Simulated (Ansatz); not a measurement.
# CH3BBrFO: how energies converge with the basis set

The task here is to estimate one member of a computed series from the others.

Computed with Ansatz 0.2.0, Gaussian basis. Level: one geometry, several basis sets.

Levels to be run: PBE0-D4/def2-SVP; ωB97M-V/def2-SVP; PBE0-D4/def2-QZVPP; ωB97M-V/def2-QZVPP; the functionals' def2-TZVPP values are taken from earlier runs.

## The geometry

An earlier PBE0-D4 in a triple-zeta def2 set relaxation fixed the geometry.

8 atoms, charge 0, spin multiplicity 1.

Atoms are counted from 1 here; the program's logs count them from 0.

Bond lengths: B1–C2 1.569 Å, B1–Br5 2.068 Å, B1–H6 1.195 Å, B1–H7 1.205 Å, C2–O3 1.283 Å, C2–F4 1.286 Å, O3–H8 0.971 Å. Angles: C2–B1–Br5 91.9°, C2–B1–H6 113.4°, C2–B1–H7 109.7°, Br5–B1–H6 110.9°, Br5–B1–H7 109.5°, H6–B1–H7 118.4°, B1–C2–O3 125.9°, B1–C2–F4 124.1°, O3–C2–F4 110.0°, C2–O3–H8 107.7°.

Set-up of the first run:

The input, in.yaml:

```yaml
crystal:
  periodic: [false, false, false]
  atoms:
    - {symbol: B, position_ang: [-0.348010, 0.278760, 0.783256]}
    - {symbol: C, position_ang: [-0.138419, -0.454373, -0.587484]}
    - {symbol: O, position_ang: [0.983003, -0.861882, -1.059719]}
    - {symbol: F, position_ang: [-1.083816, -0.704096, -1.422694]}
    - {symbol: Br, position_ang: [-0.137991, 2.136386, -0.101428]}
    - {symbol: H, position_ang: [-1.446817, 0.142681, 1.231945]}
    - {symbol: H, position_ang: [0.594251, 0.068411, 1.503530]}
    - {symbol: H, position_ang: [1.670000, -0.662987, -0.403206]}
basis:
  gaussian: {orbitals: def2-SVP}
hamiltonian: {xc: pbe0, dispersion: d4}
output: {orbitals: {seedname: orbitals}}
```

The run is started by

```sh
$ ansatz run in.yaml --threads 4 --pin off --events-out ev --progress --plain --max-ram 10444MiB
```

Steps of the session up to this table: PBE0-D4 in def2-SVP; ωB97M-V in def2-SVP; PBE0-D4 in def2-QZVPP; ωB97M-V in def2-QZVPP.

One of the session's tables, all rows but one given; the rest of the session is left out.

It belongs to the step «Density functionals: the series». 

| functional | basis | HOMO (eV) | LUMO (eV) |
| --- | --- | --- | --- |
| PBE0-D4 | def2-SVP | ? | ? |
| PBE0-D4 | def2-TZVPP | -7.63 | -2.53 |
| PBE0-D4 | def2-QZVPP | -7.66 | -2.57 |
| ωB97M-V | def2-SVP | -9.62 | -0.17 |
| ωB97M-V | def2-TZVPP | -9.82 | -0.32 |
| ωB97M-V | def2-QZVPP | -9.85 | -0.37 |

**Question.** Estimate the row for PBE0-D4, def2-SVP.

As computed: HOMO (eV): -7.47; LUMO (eV): -2.44. In the column «HOMO (eV)» it is the highest.
